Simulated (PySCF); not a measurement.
# F3GaH3N (Ga(NH3)F3): the cost of one run

Programs: PySCF 2.14.0, with routines of our own; each step states its level. All values are computed. Atoms count from 0.

### 1 The system as given

8 atoms, charge 0, multiplicity 1; geometry from: GFN2-xTB.

### 2 Magnetic properties: GIAO PBE0/def2-SVP

Job settings and geometry (Å):

```
{"job": {"kind": "mag", "xc": "PBE0", "basis": "def2-SVP"}, "charge": 0, "multiplicity": 1}
Ga    -0.001390     0.003930    -1.089450
N      0.002660    -0.003810     1.017920
H     -0.953530     0.041580     1.368540
H      0.520460     0.799240     1.374060
H      0.439400    -0.857520     1.365150
F      1.711990    -0.015550    -1.353790
F     -0.839430     1.500990    -1.339480
F     -0.880150    -1.468850    -1.342960
```

With the program's defaults for keys left out, this is: GIAO PBE0/def2-SVP magnetisability, rotational g tensor and spin-rotation constants, non-relativistic, gas phase.

Run with:

```console
OMP_NUM_THREADS=1 python excited_run.py task.json out
```

One launch serves the whole session: the jobs run in the order shown.

Q: Estimate the wall time and peak memory of this first job on 1 thread of Arm Neoverse N1, shared host.

About 18 s, with a peak of 0.58 GiB.
